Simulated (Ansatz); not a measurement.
# GaPHS (doublet): wave-function methods side by side at a displaced geometry (v2), cc-pVDZ

One table from this session's results is given with a row withheld; the runs are named, their logs left out.

Computed with Ansatz 0.2.0, Gaussian basis. Level: cc-pVDZ, core rule «outside noble gas», up to 24 orbitals frozen.

Plan: UHF; CCSD(T) on ROHF; CCSD(T) on UHF; BCCD(T) on ROHF; CISD; CCSDT(Q) on ROHF; CCSDT(Q) on UHF.

27 further runs of the same task are left out: 6 for a known fault of the program, 9 that didn't finish, 12 set aside as unsound or not needed.

## What is computed

The geometry is a PBE0/def2-TZVP stationary point (not a proven minimum) with its atoms shifted at random (size 0.100 Å). No spin-orbit coupling is included. The filled d shell of Ga may be among the frozen orbitals whatever the setting's name suggests; the logs give the count.

4 atoms, charge 0, spin multiplicity 2.

Atoms are counted from 1 here; the program's logs count them from 0.

Bond lengths: Ga1–P2 2.458 Å, P2–S3 2.116 Å, S3–H4 1.315 Å. Angles: Ga1–P2–S3 86.1°, P2–S3–H4 101.5°.

The first run:

in.yaml reads:

```yaml
crystal:
  periodic: [false, false, false]
  atoms:
    - {symbol: Ga, position_ang: [0.059369, -0.176648, 1.250642]}
    - {symbol: P, position_ang: [-0.105505, 1.143585, -0.816678]}
    - {symbol: S, position_ang: [-0.028884, -0.710546, -1.833550]}
    - {symbol: H, position_ang: [0.054224, -0.318548, -3.085654]}
basis:
  gaussian: {orbitals: cc-pVDZ}
magnetization: {spin_polarized: true, initial_magnetization: 1}
hamiltonian: {xc: hf}
output: {orbitals: {seedname: orbitals}}
```

Command:

```console
ansatz run in.yaml --threads 1 --pin off --events-out ev --progress --plain --max-ram 2393MiB
```

Among the steps run: UHF; CCSD(T) on ROHF; CCSD(T) on UHF; BCCD(T) on ROHF; CISD; CCSDT(Q) on ROHF; CCSDT(Q) on UHF.

One table of the session follows, with a row left open; its other results are not shown here.

It belongs to the step «Misses and costs». 

```
   method  from UCCSDT(Q) (kcal/mol)
     ROHF                    +207.92
      UHF                    +205.25
     RMP2                     +34.71
     UMP2                          ?
    RCCSD                      +8.48
    UCCSD                      +8.41
 RCCSD(T)                      +1.49
 UCCSD(T)                      +1.52
  BCCD(T)                      +1.42
   RCCSDT                      +0.61
   UCCSDT                      +0.60
RCCSDT(Q)                      +0.04
UCCSDT(Q)                          0
```

Q: Estimate the row for UMP2 from the others.

As computed: from UCCSDT(Q) (kcal/mol): +35.36. In the column «from UCCSDT(Q) (kcal/mol)» it lies between RMP2 (+34.71) and UHF (+205.25).

Not comparable, so not listed: CISD (they don't share determinant, frozen orbitals or solution with the rows shown, or repeat one).

Limits of these values: Restricted and unrestricted rows rest on different reference determinants; where their highest levels disagree by more than a few hundredths of an eV, they describe different states and don't form one ladder.
